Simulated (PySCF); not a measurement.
# C8H13NSn: the cost of one run

Computed with PySCF 2.14.0 and routines of our own; the level stands in each step. Atoms count from 0.

## Step 1: The system as given

23 atoms, charge 0, multiplicity 1; geometry from: GFN2-xTB.

## Step 2: Relaxing the molecule at PBE0-D3(BJ)/def2-SVP

Job settings and geometry (Å):

```
{"job": {"xc": "PBE0", "basis": "def2-SVP", "d3": "d3bj", "grid": 1, "maxiter": 30, "shake": 0.01, "kind": "geom"}, "charge": 0, "multiplicity": 1}
C     -2.201010    -1.486720    -1.003090
Sn    -1.262310     0.193850     0.041760
C     -1.970710     0.241790     2.123070
C     -1.696130     2.128610    -0.924290
C      0.896320    -0.175220    -0.034130
C      1.859950     0.829850     0.039840
C      3.208340     0.464900    -0.023630
C      3.538930    -0.867510    -0.160100
C      2.484820    -1.784780    -0.190990
N      1.210840    -1.450100    -0.136000
H     -1.843040    -2.404090    -0.625350
H     -2.014720    -1.401400    -2.063390
H     -3.321810    -1.423270    -0.861160
H     -3.048040     0.319190     2.163980
H     -1.537550     1.083400     2.658910
H     -1.651880    -0.649060     2.650370
H     -1.405220     2.970140    -0.307380
H     -2.807830     2.214480    -1.069100
H     -1.239110     2.189340    -1.881990
H      1.543090     1.865770     0.147130
H      3.956690     1.220740     0.014310
H      4.559230    -1.217170    -0.223220
H      2.688840    -2.839190    -0.332720
```

Run with:

```sh
> OMP_NUM_THREADS=1 python heavy_run.py task.json out
```

The driver reads the jobs from task.json and runs them one after another.

Q: Estimate the wall time and peak memory of this first job on 1 thread of Intel Xeon Platinum 8259CL at 2.50GHz, shared host.

About 16 min, with a peak of 1.1 GiB.
